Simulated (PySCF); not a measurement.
**NdOF: other functionals and bases at one geometry**

How far do other levels of theory move the description of NdOF, and what does each cost? The species was built from a template and needn't be a known compound.

Computed with PySCF 2.14.0. Level: several levels, as the steps say, no spin–orbit coupling.

1 further run of the same task is left out (for a known fault of the program).

## Step 1: The system as given

3 atoms, charge 0, spin multiplicity 1.

Bond lengths: Nd1–O2 1.857 Å, Nd1–F3 2.085 Å. Angles: O2–Nd1–F3 109.6°.

Coordinates:

```mol
FNdO
  3D, bonds by distance, orders not assigned

  3  2  0  0  0  0  0  0  0  0999 V2000
    0.0435    0.0000   -0.3725 Nd  0  0
    1.5445    0.0000    0.7208 O   0  0
   -1.6778    0.0000    0.8033 F   0  0
  1  2  8  0
  1  3  8  0
M  END
```

Formal oxidation states: Nd +3. Each metal's 3 4f electrons lie in its core potential, so multiplicities, spins and levels count the valence alone. An earlier session relaxed this geometry at PBE0, Nd lcecp-1-SVP with ECP49, O def2-SVP, F def2-SVP (singlet, point group Cs).

At PBE0 on the finer grid: E = -208.771874 Eh, HOMO -6.70 eV, LUMO -2.00 eV, Mulliken charge on Nd1 +0.87 e, largest force component 0.012 eV/Å. 

Levels to run: r2SCAN; B3LYP; PBE0, TZVP. Hardware: 2 threads of Arm Neoverse V1, shared host.

## Step 2: r2SCAN

run.py (the lines that set the calculation)

```python
mol = gto.M(atom='''
Nd     0.04346     0.00000    -0.37255
O      1.54448     0.00000     0.72081
F     -1.67780     0.00000     0.80327''',
    basis={'Nd': 'lcecp-1-SVP', 'O': 'def2-SVP', 'F': 'def2-SVP'},
    ecp={'Nd': 'lcecp-1-SVP'},
    charge=0, spin=0)
mf = dft.RKS(mol, xc='R2SCAN')
mf.grids.atom_grid = (75, 302)  # f atoms: unpruned, at least (60, 302)
mf = mf.density_fit()  # fitting sets: Nd AutoAux, O def2-universal-JKFIT, F def2-universal-JKFIT
mf.conv_tol = 1e-08; mf.max_cycle = 55
mf.kernel(dm0)  # dm0: the density of the relaxed state
```

Command:

```
> OMP_NUM_THREADS=2 python run.py
```

## Step 3: B3LYP

Edit run.py (the lines that set the calculation) of step 2 so:

```diff
@@ -7,3 +7,3 @@
     charge=0, spin=0)
-mf = dft.RKS(mol, xc='R2SCAN')
+mf = dft.RKS(mol, xc='B3LYP')
 mf.grids.atom_grid = (75, 302)  # f atoms: unpruned, at least (60, 302)
```

## Step 4: PBE0, TZVP

Basis: Nd lcecp-1-TZVP with ECP49, O def2-TZVP, F def2-TZVP. 

run.py (the lines that set the calculation)

```python
mol = gto.M(atom='''
Nd     0.04346     0.00000    -0.37255
O      1.54448     0.00000     0.72081
F     -1.67780     0.00000     0.80327''',
    basis={'Nd': 'lcecp-1-TZVP', 'O': 'def2-TZVP', 'F': 'def2-TZVP'},
    ecp={'Nd': 'lcecp-1-TZVP'},
    charge=0, spin=0)
mf = dft.RKS(mol, xc='PBE0')
mf.grids.atom_grid = (75, 302)  # f atoms: unpruned, at least (60, 302)
mf = mf.density_fit()  # fitting sets: Nd AutoAux, O def2-universal-JKFIT, F def2-universal-JKFIT
mf.conv_tol = 1e-08; mf.max_cycle = 55
mf.kernel(dm0)  # dm0: free metal ions and neutral atoms
```

Q: Predict the outcome of this session. Wanted: for each run, HOMO; gap; charge on Nd1; dipole; largest force.

As calculated:

| level | state | HOMO (eV) | gap (eV) | charge on Nd1 (e) | dipole (D) | largest force (eV/Å) | basis functions | time |
| --- | --- | --- | --- | --- | --- | --- | --- | --- |
| PBE0 (relaxed here) | singlet | -6.70 | 4.70 | 0.87 | 7.39 | 0.01 | 61 | 3.5 s |
| r2SCAN | singlet | -5.49 | 3.40 | 0.85 | 7.18 | 0.56 | 61 | 2.3 s |
| B3LYP | singlet | -6.45 | 4.12 | 0.83 | 7.29 | 0.49 | 61 | 1.7 s |
| PBE0, TZVP | singlet | -6.68 | 4.69 | 1.30 | 7.67 | 0.32 | 109 | 5.2 s |

Times are on 2 threads of Arm Neoverse V1, shared host; the first row also made further properties.

In one basis the HOMO–LUMO gap runs from 3.40 eV (r2SCAN) to 4.70 eV (PBE0). The largest leftover force, 0.56 eV/Å with r2SCAN, stands at a geometry relaxed at another level. The Mulliken charge on Nd spans +0.83 to +1.30 e over the levels. With 4f in the core, its levels are missing from HOMO and gap. Total energies of different levels can't be compared. Spin–orbit coupling is left out throughout.
